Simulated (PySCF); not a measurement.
# A gas-phase reaction: H6Si2 + N2O → H6OSi2 + N2

Aim: the reaction energy of `[SiH3][SiH3]` + `[N-]=[N+]=O` → `O[SiH2][SiH3]` + `N#N`.

Computed with PySCF 2.14.0; each step states its level. No surroundings beyond the atoms listed, unless a continuum is named. Atoms count from 0, parts from 1.

### 1 Starting point

Each species was relaxed by itself at PBE0-D3(BJ)/def2-SVPD.

### 2 Energies of the species: wB97M-D3(BJ)/def2-TZVPD

The job: settings as JSON, then the geometry in Å.

```
{"job": {"kind": "react", "xc": "wB97M-D3(BJ)", "basis": "def2-TZVPD"}, "charge": 0, "multiplicity": 1}
-1 H6Si2 charge 0 multiplicity 1
Si    -1.167990    -0.101450     0.077380
Si     1.162910     0.104220    -0.077160
H     -1.530030    -1.122460     1.107020
H     -1.738630    -0.524640    -1.237500
H     -1.778270     1.206530     0.465230
H      1.773610    -1.204770    -0.460910
H      1.732770     0.531220     1.236850
H      1.525380     1.122340    -1.109490

-1 N2O charge 0 multiplicity 1
N      1.133600    -0.166440    -0.007490
N      0.021270     0.000510    -0.006240
O     -1.142580     0.175190    -0.004930

+1 H6OSi2 charge 0 multiplicity 1
O      0.898390    -1.861160     0.230840
Si    -0.446530    -0.850140     0.326440
Si     0.096280     1.375600    -0.200750
H      1.364980    -1.905540    -0.606550
H     -1.535310    -1.320610    -0.589480
H     -0.916060    -0.967960     1.735680
H      0.659010     1.451630    -1.585660
H      1.111810     1.919350     0.751010
H     -1.132050     2.227020    -0.141220

+1 N2 charge 0 multiplicity 1
N      0.534380    -0.065600    -0.106010
N     -0.534400     0.065600     0.106010
```

Method: wB97M-D3(BJ)/def2-TZVPD reaction energy of separated species, gas phase.

The run is started by

```bash
$ OMP_NUM_THREADS=1 python cluster_run.py task.json out
```

This one command runs all jobs of the session in turn.

Output:

```text
species 1 (H6Si2)
coarse grid: 27656 points
cycle   1  E = -582.6512108741  dE = -3.735e-01  |g| = 1.647e-01  |ddm| = 1.926e+00
cycle   2  E = -582.6597305240  dE = -8.520e-03  |g| = 7.166e-02  |ddm| = 2.378e-01
cycle   3  E = -582.6608147493  dE = -1.084e-03  |g| = 1.402e-02  |ddm| = 9.314e-02
cycle   4  E = -582.6609203785  dE = -1.056e-04  |g| = 1.949e-03  |ddm| = 2.631e-02
cycle   5  E = -582.6609231378  dE = -2.759e-06  |g| = 4.093e-04  |ddm| = 5.356e-03
final grid: 56088 points
cycle   6  E = -582.6608931059  dE = -1.799e-07  |g| = 2.246e-04  |ddm| = 1.655e-03
cycle   7  E = -582.6608931300  dE = -2.410e-08  |g| = 1.004e-04  |ddm| = 4.507e-04
cycle   8  E = -582.6608931334  dE = -3.444e-09  |g| = 2.915e-05  |ddm| = 1.695e-04
cycle   9  E = -582.6608931344  dE = -9.823e-10  |g| = 1.980e-06  |ddm| = 1.228e-04
converged SCF energy = -582.6608931344

species 2 (N2O)
coarse grid: 15424 points
cycle   1  E = -184.6618529100  dE =  6.983e-01  |g| = 8.261e-01  |ddm| = 1.717e+00
cycle   2  E = -184.5841243931  dE =  7.773e-02  |g| = 1.134e+00  |ddm| = 9.885e-01
cycle   3  E = -184.7852494770  dE = -2.011e-01  |g| = 1.175e-01  |ddm| = 4.952e-01
cycle   4  E = -184.7864125843  dE = -1.163e-03  |g| = 8.425e-02  |ddm| = 1.014e-01
cycle   5  E = -184.7877139718  dE = -1.301e-03  |g| = 1.003e-02  |ddm| = 4.527e-02
cycle   6  E = -184.7877342746  dE = -2.030e-05  |g| = 1.578e-03  |ddm| = 1.117e-02
cycle   7  E = -184.7877351663  dE = -8.917e-07  |g| = 4.463e-04  |ddm| = 4.009e-03
final grid: 33192 points
cycle   8  E = -184.7877164299  dE = -2.520e-08  |g| = 5.826e-04  |ddm| = 1.834e-03
cycle   9  E = -184.7877162846  dE =  1.453e-07  |g| = 1.089e-03  |ddm| = 7.535e-04
cycle  10  E = -184.7877165012  dE = -2.166e-07  |g| = 4.352e-05  |ddm| = 5.322e-04
cycle  11  E = -184.7877165018  dE = -5.356e-10  |g| = 2.660e-05  |ddm| = 9.255e-05
converged SCF energy = -184.7877165018

species 3 (H6OSi2)
coarse grid: 32840 points
cycle   1  E = -657.8976846100  dE = -1.382e-01  |g| = 6.725e-01  |ddm| = 2.100e+00
cycle   2  E = -657.8725188517  dE =  2.517e-02  |g| = 8.151e-01  |ddm| = 8.013e-01
cycle   3  E = -657.9855984485  dE = -1.131e-01  |g| = 4.002e-02  |ddm| = 4.196e-01
cycle   4  E = -657.9860494052  dE = -4.510e-04  |g| = 1.215e-02  |ddm| = 5.248e-02
cycle   5  E = -657.9860956061  dE = -4.620e-05  |g| = 2.110e-03  |ddm| = 1.638e-02
cycle   6  E = -657.9860980962  dE = -2.490e-06  |g| = 5.334e-04  |ddm| = 3.996e-03
final grid: 67296 points
cycle   7  E = -657.9860403253  dE = -2.169e-07  |g| = 1.959e-04  |ddm| = 2.257e-03
cycle   8  E = -657.9860403524  dE = -2.712e-08  |g| = 8.649e-05  |ddm| = 4.659e-04
cycle   9  E = -657.9860403565  dE = -4.086e-09  |g| = 3.778e-05  |ddm| = 1.293e-04
cycle  10  E = -657.9860403577  dE = -1.201e-09  |g| = 2.096e-05  |ddm| = 1.070e-04
cycle  11  E = -657.9860403578  dE = -1.113e-10  |g| = 3.888e-06  |ddm| = 2.139e-05
converged SCF energy = -657.9860403578

species 4 (N2)
coarse grid: 10240 points
cycle   1  E = -109.6045715716  dE =  4.457e-02  |g| = 1.682e-01  |ddm| = 1.300e+00
cycle   2  E = -109.6103823503  dE = -5.811e-03  |g| = 7.387e-02  |ddm| = 1.523e-01
cycle   3  E = -109.6112827919  dE = -9.004e-04  |g| = 6.548e-03  |ddm| = 4.575e-02
cycle   4  E = -109.6112969756  dE = -1.418e-05  |g| = 1.069e-03  |ddm| = 1.769e-02
cycle   5  E = -109.6112974559  dE = -4.803e-07  |g| = 2.349e-04  |ddm| = 1.190e-03
final grid: 21984 points
cycle   6  E = -109.6112971291  dE = -3.443e-08  |g| = 7.873e-05  |ddm| = 5.659e-04
cycle   7  E = -109.6112971319  dE = -2.773e-09  |g| = 3.008e-05  |ddm| = 1.393e-04
cycle   8  E = -109.6112971322  dE = -2.775e-10  |g| = 8.371e-06  |ddm| = 5.198e-05
converged SCF energy = -109.6112971322

Reaction energy = -93.510 kcal/mol
```

It took 17 s on 1 thread of Arm Neoverse V1, shared host; peak memory 0.64 GiB.

Species by species (with the dispersion term, which the log's SCF energies lack):

| ν | species | energy (Eh) | HOMO (eV) |
| --- | --- | --- | --- |
| -1 | [SiH3][SiH3] | -582.66732 | -10.50 |
| -1 | [N-]=[N+]=O | -184.78947 | -12.17 |
| +1 | O[SiH2][SiH3] | -657.99378 | -10.07 |
| +1 | N#N | -109.61204 | -14.89 |

### 3 Reaction energy: PBE0-D3(BJ)/def2-TZVPD

Settings changed since step 2:

```diff
@@ -1,2 +1,2 @@
-{"job": {"kind": "react", "xc": "wB97M-D3(BJ)", "basis": "def2-TZVPD"}, "charge": 0, "multiplicity": 1}
+{"job": {"kind": "react", "xc": "PBE0", "basis": "def2-TZVPD", "disp": "d3bj"}, "charge": 0, "multiplicity": 1}
 -1 H6Si2 charge 0 multiplicity 1
```

Method: PBE0-D3(BJ)/def2-TZVPD reaction energy of separated species, gas phase.

Output:

```text
species 1 (H6Si2)
coarse grid: 6968 points
cycle   1  E = -582.3367718483  dE = -3.359e-01  |g| = 1.279e-01  |ddm| = 1.839e+00
cycle   2  E = -582.3393473480  dE = -2.575e-03  |g| = 5.174e-02  |ddm| = 1.672e-01
cycle   3  E = -582.3396421577  dE = -2.948e-04  |g| = 1.108e-02  |ddm| = 4.871e-02
cycle   4  E = -582.3396743371  dE = -3.218e-05  |g| = 3.425e-03  |ddm| = 1.734e-02
cycle   5  E = -582.3396792383  dE = -4.901e-06  |g| = 1.692e-04  |ddm| = 4.841e-03
final grid: 56088 points
cycle   6  E = -582.3385374575  dE = -5.519e-06  |g| = 7.897e-04  |ddm| = 1.822e-02
cycle   7  E = -582.3385375134  dE = -5.587e-08  |g| = 5.009e-04  |ddm| = 1.806e-03
cycle   8  E = -582.3385375504  dE = -3.703e-08  |g| = 4.227e-05  |ddm| = 5.601e-04
cycle   9  E = -582.3385375510  dE = -5.823e-10  |g| = 2.147e-05  |ddm| = 8.408e-05
converged SCF energy = -582.3385375510

species 2 (N2O)
coarse grid: 3216 points
cycle   1  E = -184.4532882305  dE =  7.159e-01  |g| = 7.388e-01  |ddm| = 1.711e+00
cycle   2  E = -184.1505278311  dE =  3.028e-01  |g| = 1.537e+00  |ddm| = 1.025e+00
cycle   3  E = -184.5232897961  dE = -3.728e-01  |g| = 3.648e-01  |ddm| = 7.205e-01
cycle   4  E = -184.5484976809  dE = -2.521e-02  |g| = 9.416e-02  |ddm| = 2.248e-01
cycle   5  E = -184.5501458564  dE = -1.648e-03  |g| = 6.989e-03  |ddm| = 4.645e-02
cycle   6  E = -184.5501529492  dE = -7.093e-06  |g| = 2.069e-03  |ddm| = 4.702e-03
final grid: 33192 points
cycle   7  E = -184.5460647689  dE =  2.391e-05  |g| = 1.469e-02  |ddm| = 5.452e-02
cycle   8  E = -184.5457583787  dE =  3.064e-04  |g| = 4.207e-02  |ddm| = 2.725e-02
cycle   9  E = -184.5461037840  dE = -3.454e-04  |g| = 3.001e-03  |ddm| = 2.087e-02
cycle  10  E = -184.5461053827  dE = -1.599e-06  |g| = 4.749e-04  |ddm| = 1.423e-03
cycle  11  E = -184.5461054190  dE = -3.625e-08  |g| = 8.121e-05  |ddm| = 2.506e-04
cycle  12  E = -184.5461054204  dE = -1.427e-09  |g| = 1.177e-05  |ddm| = 7.253e-05
cycle  13  E = -184.5461054205  dE = -3.152e-11  |g| = 7.214e-07  |ddm| = 7.892e-06
converged SCF energy = -184.5461054205

species 3 (H6OSi2)
coarse grid: 8056 points
cycle   1  E = -657.4794132674  dE = -8.502e-02  |g| = 7.111e-01  |ddm| = 2.085e+00
cycle   2  E = -657.2630901543  dE =  2.163e-01  |g| = 1.267e+00  |ddm| = 1.041e+00
cycle   3  E = -657.5685777655  dE = -3.055e-01  |g| = 6.274e-02  |ddm| = 7.140e-01
cycle   4  E = -657.5694484238  dE = -8.707e-04  |g| = 1.401e-02  |ddm| = 5.484e-02
cycle   5  E = -657.5694930650  dE = -4.464e-05  |g| = 2.811e-03  |ddm| = 1.355e-02
cycle   6  E = -657.5694951794  dE = -2.114e-06  |g| = 5.895e-04  |ddm| = 3.216e-03
final grid: 67296 points
cycle   7  E = -657.5679185657  dE = -1.453e-05  |g| = 3.960e-03  |ddm| = 2.387e-02
cycle   8  E = -657.5679144161  dE =  4.150e-06  |g| = 6.209e-03  |ddm| = 5.547e-03
cycle   9  E = -657.5679210766  dE = -6.661e-06  |g| = 3.309e-04  |ddm| = 3.218e-03
cycle  10  E = -657.5679210940  dE = -1.745e-08  |g| = 7.176e-05  |ddm| = 2.948e-04
cycle  11  E = -657.5679210953  dE = -1.277e-09  |g| = 1.350e-05  |ddm| = 9.027e-05
cycle  12  E = -657.5679210954  dE = -5.616e-11  |g| = 1.959e-06  |ddm| = 1.451e-05
converged SCF energy = -657.5679210954

species 4 (N2)
coarse grid: 2128 points
cycle   1  E = -109.4495478502  dE =  1.300e-01  |g| = 1.031e-01  |ddm| = 1.274e+00
cycle   2  E = -109.4509817095  dE = -1.434e-03  |g| = 4.737e-02  |ddm| = 1.020e-01
cycle   3  E = -109.4514043633  dE = -4.227e-04  |g| = 9.134e-03  |ddm| = 3.530e-02
cycle   4  E = -109.4514210454  dE = -1.668e-05  |g| = 5.124e-04  |ddm| = 5.402e-03
cycle   5  E = -109.4514210926  dE = -4.715e-08  |g| = 7.833e-05  |ddm| = 4.381e-04
final grid: 21984 points
cycle   6  E = -109.4466156200  dE = -6.476e-06  |g| = 2.525e-03  |ddm| = 6.026e-02
cycle   7  E = -109.4466162706  dE = -6.506e-07  |g| = 1.586e-03  |ddm| = 2.715e-03
cycle   8  E = -109.4466167705  dE = -5.000e-07  |g| = 4.429e-05  |ddm| = 9.814e-04
cycle   9  E = -109.4466167709  dE = -3.876e-10  |g| = 4.743e-06  |ddm| = 5.159e-05
converged SCF energy = -109.4466167709

Reaction energy = -81.797 kcal/mol
```

It took 8.1 s on 1 thread of Arm Neoverse V1, shared host; peak memory 0.6 GiB.

Reaction energy at this level: -81.80 kcal/mol.

### 4 Reaction energy: MP2/def2-TZVPD

Settings changed since step 3:

```diff
@@ -1,2 +1,2 @@
-{"job": {"kind": "react", "xc": "PBE0", "basis": "def2-TZVPD", "disp": "d3bj"}, "charge": 0, "multiplicity": 1}
+{"job": {"kind": "react", "xc": "MP2", "basis": "def2-TZVPD"}, "charge": 0, "multiplicity": 1}
 -1 H6Si2 charge 0 multiplicity 1
```

Method: MP2/def2-TZVPD reaction energy of separated species, gas phase.

Output:

```text
species 1 (H6Si2)
final grid: 56088 points
cycle   1  E = -581.3292789404  dE = -4.623e-01  |g| = 2.440e-01  |ddm| = 1.842e+00
cycle   2  E = -581.3608086950  dE = -3.153e-02  |g| = 7.444e-02  |ddm| = 2.846e-01
cycle   3  E = -581.3641273983  dE = -3.319e-03  |g| = 2.479e-02  |ddm| = 1.420e-01
cycle   4  E = -581.3644588024  dE = -3.314e-04  |g| = 3.725e-03  |ddm| = 3.444e-02
cycle   5  E = -581.3644719135  dE = -1.311e-05  |g| = 9.304e-04  |ddm| = 1.189e-02
cycle   6  E = -581.3644727568  dE = -8.433e-07  |g| = 1.125e-04  |ddm| = 2.720e-03
cycle   7  E = -581.3644727697  dE = -1.285e-08  |g| = 2.349e-05  |ddm| = 4.436e-04
cycle   8  E = -581.3644727702  dE = -5.391e-10  |g| = 4.989e-06  |ddm| = 1.109e-04
converged SCF energy = -581.3644727702

species 2 (N2O)
final grid: 33192 points
cycle   1  E = -183.6407229059  dE =  7.812e-01  |g| = 7.883e-01  |ddm| = 1.636e+00
cycle   2  E = -183.6997038618  dE = -5.898e-02  |g| = 5.972e-01  |ddm| = 7.870e-01
cycle   3  E = -183.7582054347  dE = -5.850e-02  |g| = 6.196e-02  |ddm| = 2.991e-01
cycle   4  E = -183.7590485231  dE = -8.431e-04  |g| = 1.829e-02  |ddm| = 5.670e-02
cycle   5  E = -183.7591886225  dE = -1.401e-04  |g| = 1.075e-02  |ddm| = 2.987e-02
cycle   6  E = -183.7592139845  dE = -2.536e-05  |g| = 3.404e-03  |ddm| = 1.078e-02
cycle   7  E = -183.7592203882  dE = -6.404e-06  |g| = 1.237e-03  |ddm| = 7.350e-03
cycle   8  E = -183.7592209363  dE = -5.481e-07  |g| = 1.482e-04  |ddm| = 1.882e-03
cycle   9  E = -183.7592209463  dE = -1.005e-08  |g| = 1.728e-05  |ddm| = 3.667e-04
cycle  10  E = -183.7592209465  dE = -1.155e-10  |g| = 4.196e-06  |ddm| = 4.127e-05
converged SCF energy = -183.7592209465

species 3 (H6OSi2)
final grid: 67296 points
cycle   1  E = -656.2320526977  dE = -2.608e-01  |g| = 5.431e-01  |ddm| = 2.038e+00
cycle   2  E = -656.2890620848  dE = -5.701e-02  |g| = 3.399e-01  |ddm| = 5.234e-01
cycle   3  E = -656.3097903091  dE = -2.073e-02  |g| = 5.563e-02  |ddm| = 1.961e-01
cycle   4  E = -656.3111551280  dE = -1.365e-03  |g| = 1.121e-02  |ddm| = 7.282e-02
cycle   5  E = -656.3112287273  dE = -7.360e-05  |g| = 2.399e-03  |ddm| = 1.906e-02
cycle   6  E = -656.3112334203  dE = -4.693e-06  |g| = 6.337e-04  |ddm| = 5.003e-03
cycle   7  E = -656.3112337669  dE = -3.466e-07  |g| = 1.377e-04  |ddm| = 1.464e-03
cycle   8  E = -656.3112337833  dE = -1.639e-08  |g| = 3.390e-05  |ddm| = 3.694e-04
cycle   9  E = -656.3112337842  dE = -9.246e-10  |g| = 9.083e-06  |ddm| = 9.231e-05
converged SCF energy = -656.3112337842

species 4 (N2)
final grid: 21984 points
cycle   1  E = -108.9673669634  dE =  4.862e-02  |g| = 2.948e-01  |ddm| = 1.230e+00
cycle   2  E = -108.9868246504  dE = -1.946e-02  |g| = 8.978e-02  |ddm| = 1.852e-01
cycle   3  E = -108.9883090757  dE = -1.484e-03  |g| = 1.594e-02  |ddm| = 6.313e-02
cycle   4  E = -108.9884066921  dE = -9.762e-05  |g| = 1.828e-03  |ddm| = 2.422e-02
cycle   5  E = -108.9884077079  dE = -1.016e-06  |g| = 1.998e-04  |ddm| = 3.068e-03
cycle   6  E = -108.9884077284  dE = -2.059e-08  |g| = 4.401e-05  |ddm| = 4.052e-04
cycle   7  E = -108.9884077295  dE = -1.075e-09  |g| = 4.188e-06  |ddm| = 7.048e-05
cycle   8  E = -108.9884077295  dE = -7.390e-12  |g| = 2.888e-07  |ddm| = 1.755e-05
converged SCF energy = -108.9884077295

Reaction energy = -89.863 kcal/mol
```

Wall time 3.9 s (1 thread of Arm Neoverse V1, shared host); peak memory 0.44 GiB.

Reaction energy at this level: -89.86 kcal/mol.

### 5 Side by side

Energies in kcal/mol, with wall time:

| run | reaction | time |
| --- | --- | --- |
| wB97M-D3(BJ)/def2-TZVPD | -93.51 | 17 s |
| PBE0-D3(BJ)/def2-TZVPD | -81.80 | 8.1 s |
| MP2/def2-TZVPD | -89.86 | 3.9 s |

### 6 What came out

```
                                                quantity                      value
               reaction energy (wB97M-D3(BJ)/def2-TZVPD)            -93.51 kcal/mol
                     ΔH, ΔG at 298 K (xTB thermal terms)      -93.1, -94.2 kcal/mol
range of the reaction energy over the runs of this table  -93.51 to -81.80 kcal/mol
```

**Reading.** The reaction is exothermic by 93.1 kcal/mol in the gas phase; dispersion gives -0.18, and xTB itself gave -23.42 for the electronic energy (xTB energies and thermal terms come from the earlier relaxation of each species, not shown). No barrier was sought. xTB and this level differ widely in the electronic energy, so what comes from xTB (the thermal terms above all) is less safe here. The reaction energy runs from -93.51 (wB97M-D3(BJ)/def2-TZVPD) to -81.80 kcal/mol (PBE0-D3(BJ)/def2-TZVPD).
